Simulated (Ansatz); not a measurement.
Runs of Ansatz 0.2.0 on GaGe3. The structure is cubic, space group Pm-3m (No. 221). The conventional cell has a = 4.278 Å, b = 4.278 Å, c = 4.278 Å, α = 90.00°, β = 90.00°, γ = 90.00°. Around Ge (site symmetry 4/mmm) lie 8 Ge at 3.03 Å and 4 Ga at 3.03 Å. Around Ga (site symmetry m-3m) lie 12 Ge at 3.03 Å. The cell comes from a database or a generator and needn't be the stable form of this composition.

```csv
potentials or basis,cutoff (eV),gap on the mesh (eV),pressure (GPa)
Ansatz PAW,420,none,-3.4
Ansatz PAW earlier set,1020,none,-3.4
PseudoDojo standard (PBEsol files),1088,none,-3.4
PseudoDojo stringent (PBEsol files),1687,none,(a)
JTH PAW,3600,none,-3.2
```

Alike in all rows: task single point; level PBEsol; no spin polarisation; cell as given; k mesh 6 × 6 × 6; smearing fermi-dirac 0.05 eV.

Problem. Estimate the missing entries.

Solution. (a) -3.3.

Caveats: the PAW data sets come from PBE, with cores solved anew for the run's functional, which leaves a small shift of forces and pressure (some runs).

A k mesh can miss the band edges, and the runs leave out spin-orbit coupling on Ga, Ge.

A gap of «none» marks a metal or a gap under the smearing width.

The runs don't all hold the same shells in valence.
